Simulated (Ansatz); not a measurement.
# C3H5Al: the cost of one run

Program: Ansatz 0.2.0. Level of theory: RKS PBE-D4/def2-SVP. These are calculated values, not measurements.

## 1. Starting point

Bond lengths: C1–C2 1.322 Å, C2–C3 1.627 Å, C2–Al4 1.927 Å, C3–Al4 1.952 Å, C1–H5 1.084 Å, C1–H6 1.080 Å, C3–H7 1.092 Å, C3–H8 1.092 Å, Al4–H9 1.560 Å. Angles (14 of 15 angles, heavy atoms first): C1–C2–C3 123.6°, C1–C2–Al4 170.3°, C3–C2–Al4 66.0°, C2–C3–Al4 64.4°, C2–Al4–C3 49.6°, C2–C1–H5 122.4°, C2–C1–H6 122.2°, C2–C3–H7 112.3°, C2–C3–H8 111.9°, Al4–C3–H7 126.4°, Al4–C3–H8 124.2°, C2–Al4–H9 154.5°, C3–Al4–H9 155.9°, H5–C1–H6 115.5°.

As a file:

```xyz
9

C    -0.1235    1.1541   -1.1434
C    -0.2269    0.4313   -0.0412
C     0.4693   -1.0273    0.1479
Al   -0.5111   -0.3542    1.6955
H     0.4364    0.8171   -2.0085
H    -0.5937    2.1214   -1.2428
H     1.5505   -0.9922    0.0000
H     0.0740   -1.7616   -0.5569
H    -1.0749   -0.3886    3.1495
```

## 2. Relaxing the start

input.yaml reads:

```yaml
crystal:
  periodic: [false, false, false]
  atoms:
    - { symbol: C, position_ang: [-0.12352, 1.1541, -1.14339] }
    - { symbol: C, position_ang: [-0.22693, 0.43125, -0.04119] }
    - { symbol: C, position_ang: [0.4693, -1.02728, 0.14785] }
    - { symbol: Al, position_ang: [-0.51115, -0.35416, 1.69549] }
    - { symbol: H, position_ang: [0.43643, 0.81709, -2.00852] }
    - { symbol: H, position_ang: [-0.59366, 2.12144, -1.24279] }
    - { symbol: H, position_ang: [1.55046, -0.99218, -2.0e-05] }
    - { symbol: H, position_ang: [0.07395, -1.76163, -0.55694] }
    - { symbol: H, position_ang: [-1.07488, -0.38863, 3.1495] }
basis:
  gaussian: { orbitals: def2-SVP }
hamiltonian:
  xc: pbe
  dispersion: d4
relax:
  f_tol: 0.02
  max_steps: 40
scf:
  lower_state_search: "off"
```

Command:

```sh
> ansatz run input.yaml --threads 1 --pin off --max-ram 2048MiB --backend cpu --events-out ev --progress --plain --runs-dir out
```

What time and memory should one allow on 1 thread of Arm Neoverse V2, shared host?

About 24 s, with a peak of 0.11 GiB.
